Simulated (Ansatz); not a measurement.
Below is the output of a Python script on Ansatz 0.2.0 through its Python package that makes a ladder of methods at one geometry of BH₃OS₂Si, SMILES OB[SiH]1SS1. Write a script that gives it. Level of theory (for the species named): PBE0, def2-SVP basis, multiplicity 1. The script varies functional: pbe0, r2scan, b3lyp, pbe, revpbe, hse06.

```xyz
8

O    -0.0206    1.1536    1.6784
B     0.7003    0.5578    0.6045
Si   -0.0381   -0.9933   -0.3249
S    -1.7488   -0.5155   -1.3228
S     0.0006   -0.8165   -2.4511
H    -0.6185    1.8947    1.1999
H     1.7876    0.9944    0.3057
H     0.0297   -2.3323    0.2544
```

```console
$ python bh3os2si_methods.py --basis def2-SVP
functional    E (Ha)        dipole (D)   HOMO (eV)  LUMO (eV)
pbe0         -1186.841241     1.733      -6.224     -2.354
r2scan       -1187.221819     1.758      -5.303     -3.026
b3lyp        -1187.404293     1.640      -5.887     -2.464
pbe          -1186.743434     1.660      -4.982     -3.273
revpbe       -1187.117455     1.697      -4.966     -3.181
hse06        -1186.815349     1.724      -5.823     -2.738
```

One script that gives this output:

Script `bh3os2si_methods.py`:
```python
"""BH3OS2Si at several levels of theory."""

from pathlib import Path
import argparse

import ansatz as az
import numpy as np

parser = argparse.ArgumentParser(description="BH3OS2Si at several levels of theory.")
parser.add_argument("--basis", required=True, help="Gaussian basis set")
args = parser.parse_args()

system = (
    az.Crystal.molecule()
    .atom("O", (-0.0206, 1.1536, 1.6784))
    .atom("B", (0.7003, 0.5578, 0.6045))
    .atom("Si", (-0.0381, -0.9933, -0.3249))
    .atom("S", (-1.7488, -0.5155, -1.3228))
    .atom("S", (0.0006, -0.8165, -2.4511))
    .atom("H", (-0.6185, 1.8947, 1.1999))
    .atom("H", (1.7876, 0.9944, 0.3057))
    .atom("H", (0.0297, -2.3323, 0.2544))
)

model = system.calculation()
model = model.basis(gaussian=args.basis)
model = model.scf(lower_state_search="off")

print("functional    E (Ha)        dipole (D)   HOMO (eV)  LUMO (eV)")
for name in ["pbe0", "r2scan", "b3lyp", "pbe", "revpbe", "hse06"]:
    report = model.functional(name).forces().orbitals().run(threads=1, runs_dir="runs").report
    lines = Path(report["orbitals_path"]).read_text().splitlines()
    field_of = lambda key: [line.split("=")[1].strip() for line in lines if line.startswith(key)]
    orbitals = [(27.211386 * float(e), s, float(n)) for e, s, n in zip(field_of("Ene="), field_of("Spin="), field_of("Occup="))]
    homo = max(e for e, _, n in orbitals if n > 0.5)
    lumo = min(e for e, _, n in orbitals if n < 0.5)
    dipole = 4.803205 * np.linalg.norm(report["charge_distribution"]["dipole_moment_e_ang"])
    print(f"{name:10s} {report['free_energy_ev'] / 27.211386246:14.6f} {dipole:9.3f} {homo:11.3f} {lumo:10.3f}")
```

Caveats:
- These settings explore the input space; basis and method may be short of convergence.
- The geometry is a force-field or estimated start, not a minimum of this method, and the basis set is short of its limit. A lower total doesn't mark the better method: functionals have no common bound, and MP2 and coupled cluster aren't variational.
- b3lyp holds the VWN-RPA fit, as in Gaussian; the form of ORCA and Turbomole is b3lyp5.
- Levels such as HOMO and LUMO are orbital energies: with these approximate functionals they aren't the ionisation energy and electron affinity, and their gap isn't the fundamental gap.
- hse06 follows the composition of plane-wave codes, whose totals differ by tens of mHa, up to about 0.1 Ha, from the form usual in Gaussian-basis programs (wpbeh).
- Run time: 15 s on 1 thread of Arm Neoverse V2 (shared host), peak memory 0.24 GiB.
